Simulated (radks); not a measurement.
# The Coulomb parameter U of the 3d shell of Zn²⁺

An exercise on one series of results from a longer session: the logs are not shown, and one member is left open.

Program: radks (a radial shooting solver on a logarithmic mesh, Libxc functionals) version 1. Level of theory: scalar-relativistic Kohn-Sham, LDA (Slater exchange, Perdew-Wang correlation), spin-unpolarised, spherical densities, finite nucleus. These are calculated values, not measurements, unless marked.

**What is computed**

| Item | Value |
| --- | --- |
| element | zinc (Z = 30) |
| charge | +2 |
| electrons | 28 |
| configuration | [Ar] 3d8.5 4p1.5 |
| nuclear rms radius | 3.9283 fm |

The first run:

Input:

```text
Z 30
configuration [Ar] 3d8.5 4p1.5
relativity scalar-relativistic
functional lda,pw
spin unpolarised
nucleus finite rms 3.9283 fm
c 137.035999084
```

Launch:

```bash
$ python run_ks.py task.json out
```

The same process makes all the runs of this session.

Among the steps run: Start: [Ar] 3d8.5 4p1.5.

One table of the session follows, with a row left open; its other results are not shown here.

It belongs to the step «Start: [Ar] 3d8.5 4p1.5». Radial moments (bohr):

| level | <r> | outermost maximum (interpolated) | 90 % within | nodes |
| --- | --- | --- | --- | --- |
| 1s | 0.05038 | 0.0330 | 0.0900 | 0 |
| 2s | 0.2266 | 0.190 | 0.351 | 1 |
| 2p | ? | ? | ? | ? |
| 3s | 0.6766 | 0.587 | 1.01 | 2 |
| 3p | 0.7035 | 0.589 | 1.08 | 1 |
| 3d | 0.8071 | 0.553 | 1.37 | 0 |
| 4p | 2.436 | 2.09 | 3.62 | 2 |

**Question.** Estimate the row for 2p.

The run gave: <r>: 0.1985; outermost maximum (interpolated): 0.152; 90 % within: 0.325; nodes: 0. In the column «<r>» it lies between 1s (0.05038) and 2s (0.2266).
